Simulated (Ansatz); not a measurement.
# GaH₃ (triplet): from Hartree-Fock to the top rungs at scale of all distances = 0.872, cc-pVDZ

How much of the correlation energy of GaH₃ (triplet) does each wave-function method recover here?

Computed with Ansatz 0.2.0, Gaussian basis. Level: cc-pVDZ, core rule «outside noble gas», up to 14 orbitals frozen.

To be run: UHF; CCSD(T) on ROHF; CCSD(T) on UHF; BCCD(T) on ROHF; CISD; CCSDT(Q) on ROHF; CCSDT(Q) on UHF; CASSCF and MRCISD+Q, 4 electrons in 4 orbitals; CASSCF and NEVPT2, 4 electrons in 4 orbitals; CASSCF and MRCISD+Q, 6 electrons in 7 orbitals; CASSCF and NEVPT2, 6 electrons in 7 orbitals; Full CI.

13 further runs of the same task are left out: 10 that didn't finish, 3 set aside as unsound or not needed.

## 1. The system

The geometry derives from a PBE0/def2-TZVP stationary point (not a proven minimum). All distances are scaled together. No spin-orbit coupling is included. The filled d shell of Ga may be among the frozen orbitals whatever the setting's name suggests; the logs give the count.

4 atoms, charge 0, spin multiplicity 3.

Atoms are counted from 1 here; the program's logs count them from 0.

Bond lengths: Ga1–H2 1.382 Å, Ga1–H3 1.705 Å, Ga1–H4 1.705 Å, H3–H4 0.707 Å. Angles: H2–Ga1–H3 100.5°, H2–Ga1–H4 100.5°, H3–Ga1–H4 23.9°, Ga1–H3–H4 78.0°, Ga1–H4–H3 78.0°.

Coordinates:

```
Ga    0.0000    0.0242   -0.0398
H     0.0000   -1.2885   -0.4722
H     0.3535   -0.1920    1.6142
H    -0.3535   -0.1920    1.6142
```

## 2. UHF

Input file in.yaml:

```yaml
crystal:
  periodic: [false, false, false]
  atoms:
    - {symbol: Ga, position_ang: [0.000000, 0.024177, -0.039846]}
    - {symbol: H, position_ang: [0.000000, -1.288466, -0.472164]}
    - {symbol: H, position_ang: [0.353524, -0.191978, 1.614230]}
    - {symbol: H, position_ang: [-0.353524, -0.191978, 1.614230]}
basis:
  gaussian: {orbitals: cc-pVDZ}
magnetization: {spin_polarized: true, initial_magnetization: 2}
hamiltonian: {xc: hf}
output: {orbitals: {seedname: orbitals}}
```

Run with:

```bash
ansatz run in.yaml --threads 1 --pin off --events-out ev --progress --plain --max-ram 2393MiB
```

After this run come: CCSD(T) on ROHF; CCSD(T) on UHF; BCCD(T) on ROHF; CISD; CCSDT(Q) on ROHF; CCSDT(Q) on UHF; CASSCF and MRCISD+Q, 4 electrons in 4 orbitals; CASSCF and NEVPT2, 4 electrons in 4 orbitals; CASSCF and MRCISD+Q, 6 electrons in 7 orbitals; CASSCF and NEVPT2, 6 electrons in 7 orbitals; Full CI.

Q: Predict the results of all the runs planned. Wanted: FCI below the RHF energy; RMP2 from FCI; UMP2 from FCI; RCCSD from FCI; RCCSD(T) from FCI; UCCSD(T) from FCI; RCCSDT(Q) from FCI; UCCSDT(Q) from FCI; NEVPT2 valence from FCI.

The runs gave:

| quantity | value |
| --- | --- |
| FCI below the RHF energy | -2.4190 eV |
| RMP2 from FCI | +585.7 meV |
| UMP2 from FCI | +567.7 meV |
| RCCSD from FCI | +45.3 meV |
| RCCSD(T) from FCI | +10.4 meV |
| UCCSD(T) from FCI | -4.0 meV |
| RCCSDT(Q) from FCI | -1.3 meV |
| UCCSDT(Q) from FCI | -15.7 meV |
| NEVPT2 valence from FCI | +464.4 meV |
| MRCISD+Q valence from FCI | -4.7 meV |
| levels within 1 kcal/mol (43 meV) | UCCSD, RCCSD(T), UCCSD(T), BCCD(T), RCCSDT, UCCSDT, RCCSDT(Q), UCCSDT(Q), MRCISD valence, MRCISD+Q valence |
| T1 diagnostic | 0.017 |
| effectively unpaired electrons | 2.02 |

In words: RCCSD(T) misses by +10.4 meV, 0.4 % of the correlation energy. UCCSD(T), UCCSDT, UCCSDT(Q), MRCISD+Q valence fall below full CI: unrestricted runs freeze a spin-polarised core, another one than full CI's, and coupled cluster isn't variational. One determinant dominates. Of the multireference levels listed MRCISD+Q valence comes nearest in total energy (-4.7 meV), which doesn't show that its space is the better one. These misses are within one basis, not against nature; the frozen cores of restricted and unrestricted runs differ, which can shift their rows.
